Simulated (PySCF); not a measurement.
# GeH4: the cost of one run

Method: levels as typed in each script, gas phase, geometry from GFN2-xTB; program: PySCF 2.14.0.

**1. Starting geometry**

SMILES `[GeH4]`, 5 atoms, charge 0, spin multiplicity 1.

Bond lengths: Ge1–H2 1.483 Å, Ge1–H3 1.483 Å, Ge1–H4 1.483 Å, Ge1–H5 1.483 Å. Angles: H2–Ge1–H3 109.5°, H2–Ge1–H4 109.5°, H2–Ge1–H5 109.5°, H3–Ge1–H4 109.5°, H3–Ge1–H5 109.5°, H4–Ge1–H5 109.5°.

As a file:

```xyz
5
GeH4
Ge    0.00000    0.00000    0.00002
H     1.19789   -0.17552    0.85570
H    -1.19788    0.17552    0.85570
H    -0.17555   -1.19764   -0.85600
H     0.17557    1.19766   -0.85598
```

**2. Localised orbitals (B3LYP/def2-svpd)**

The input, input.py:

```python
import numpy as np
from pyscf import gto, scf, dft, lo
from pyscf.data.elements import chemcore

def solve(mol, dm0=None, hcore=None):
    mf = (dft.UKS if mol.spin else dft.RKS)(mol, xc='b3lyp')
    mf.grids.level = 3
    mf = mf.density_fit(auxbasis='def2-universal-jkfit')
    mf.conv_tol, mf.max_cycle = 1e-8, 80
    if hcore is not None:
        mf.get_hcore = lambda *args: hcore
    mf.kernel(dm0)
    if not mf.converged:
        mf = mf.newton().run(mf.mo_coeff, mf.mo_occ, max_cycle=30)
    assert mf.converged, 'SCF not converged'
    return mf

mol = gto.M(atom='''
Ge     0.00000     0.00000     0.00002
H      1.19789    -0.17552     0.85570
H     -1.19788     0.17552     0.85570
H     -0.17555    -1.19764    -0.85600
H      0.17557     1.19766    -0.85598
''', basis='def2-svpd', charge=0, spin=0, verbose=4)
mf = solve(mol)
occ_all = mf.mo_coeff[:, mf.mo_occ > 0]
occ = occ_all[:, chemcore(mol):]
loc = lo.ibo.ibo(mol, occ, iaos=lo.iao.iao(mol, occ_all))
fock, s = mf.get_fock(), mf.get_ovlp()
ortho = lo.orth_ao(mol, 'meta_lowdin')
ortho = lo.vec_lowdin(lo.iao.iao(mol, occ_all), s)
labels = lo.iao.reference_mol(mol).ao_labels(fmt=None)
vir = lo.vvo.livvo(mol, occ_all, mf.mo_coeff[:, mf.mo_occ == 0])
both = np.hstack([loc, vir])
p = (ortho.T @ s @ both) ** 2
pop = np.array([p[[l[0] == a for l in labels]].sum(0) for a in range(mol.natm)])
spd = np.array([[p[[l[0] == a and l[2][-1] == k for l in labels]].sum(0) for k in 'spd'] for a in range(mol.natm)])
eps = np.einsum('pi,pq,qi->i', both, fock, both)
for i in np.argsort(eps):
    top = np.argsort(-pop[:, i])[:3]
    print('%3d %s %9.4f Eh ' % (i + 1, 'occ' if i < loc.shape[1] else 'vir', eps[i]), '  '.join('%s%d %.3f' % (mol.atom_symbol(a), a + 1, pop[a, i]) for a in top))
np.savez('result.npz', c=both, nocc=loc.shape[1], pop=pop, spd=spd, eps=eps, e=mf.e_tot)
```

Launch:

```console
> OMP_NUM_THREADS=1 python input.py
```

**Question.** How long does this run take on 1 thread of Intel Xeon Platinum 8259CL at 2.50GHz (Skylake/Cascade Lake), shared host, and how much memory does it need?

About 4.1 s, with a peak of 0.29 GiB.
